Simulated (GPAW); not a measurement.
The system is AlSn.

```
Sn Al
1.0
     4.19811    0.00000    0.00000
    -2.09905    3.63567    0.00000
     0.00000    0.00000    3.30685
Sn Al
1 1
Direct
  0.33333 0.66667 0.50000
  0.00000 0.00000 0.00000
```

The cell comes from a database or a generator and needn't be the stable form of this composition.

| Item | Value |
| --- | --- |
| Program | GPAW 26.7.0 |
| Task | relaxation of cell and atoms |
| Functional | PBEsol |
| Dispersion | D4 |
| Potentials or basis | PAW data sets generated in the run's folder for this functional |
| Cutoff | 600 eV |
| Basis | pw |
| k mesh | 6 × 6 × 7 |
| Occupations | fermi-dirac, width 0.05 eV |
| Spin | no spin polarisation |

At the start: pressure -3.6 GPa; volume 25.24 Å³/atom.

Where does the relaxation end?

Over 5 steps the energy falls by 25.9 meV/atom and the volume is 23.72 Å³/atom (-6.0 %); space group P-6m2 (No. 187, to 0.05 Å).

The path:
```
step  energy change (eV)  largest force (eV/Å)  pressure (GPa)  volume (Å³)
   1              0.0000                0.0000           -3.55        50.47
   2             -0.0168                0.0000           -2.95        49.87
   3             -0.0514                0.0000            0.40        47.19
   4             -0.0518                0.0000           -0.01        47.46
   5             -0.0518                0.0000            0.04        47.43
```

Final structure:
```cif
data_structure
_symmetry_space_group_name_H-M 'P 1'
_symmetry_Int_Tables_number 1
_cell_length_a 4.1511
_cell_length_b 4.1511
_cell_length_c 3.1786
_cell_angle_alpha 90.000
_cell_angle_beta 90.000
_cell_angle_gamma 120.000
_cell_volume 47.43
loop_
_atom_site_label
_atom_site_type_symbol
_atom_site_fract_x
_atom_site_fract_y
_atom_site_fract_z
_atom_site_occupancy
Sn1 Sn 0.33333 0.66667 0.50000 1
Al1 Al 0.00000 0.00000 0.00000 1
```

Caveat: later steps reuse the first step's grids; pairwise dispersion overbinds metals, which lowers pressure and volume.
